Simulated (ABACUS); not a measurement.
WAu:

```
CELL_PARAMETERS angstrom
0.00000 2.74798 2.74798
2.74798 0.00000 2.74798
2.74798 2.74798 0.00000
ATOMIC_POSITIONS crystal
W 0.00000 0.00000 0.00000
Au 0.75000 0.75000 0.75000
```

The cell was built by a generator and needn't be a form met in nature.

| Quantity | Value |
| --- | --- |
| Program | ABACUS 3.10.1 |
| Task | single point |
| Functional | PBE |
| Potentials or basis | PseudoDojo NC SR 0.4.1 PBE standard |
| Cutoff | 1034 eV |
| Density cutoff | 4136 eV |
| Basis | plane waves |
| k mesh | 8 × 8 × 8 |
| Occupations | fermi-dirac, width 0.05 eV |
| Spin | no spin polarisation |

On this cell: pressure 32.7 GPa; largest force zero by symmetry; band gap on the k mesh none (metal or under the smearing width).

The same run follows on a disturbed copy (atoms moved at random, drawn with an rms of 0.05 Å):

```
W Au
1.0
     0.00000    2.74798    2.74798
     2.74798    0.00000    2.74798
     2.74798    2.74798    0.00000
W Au
1 1
Direct
  0.00387 0.99702 0.99291
  0.73836 0.75130 0.75806
```

Problem. What does the disturbed cell give?

Solution. The energy (extrapolated to zero smearing) moves by +20.6 meV/atom; pressure 33.0 GPa; largest force 1.334 eV/Å; band gap on the k mesh none (metal or under the smearing width).

Forces in eV/Å, atoms in the order of the input:
```
W    1.149 -0.115 -0.669
Au  -1.149  0.115  0.669
```

Stress tensor (GPa, compression positive):
```
32.82 -3.74 -0.45
-3.74 33.21  6.45
-0.45  6.45 33.08
```

Caveats: a pressure of tens of GPa on the cell as given is suspect, and the run, the potentials or the cell itself is likely at fault (some runs).
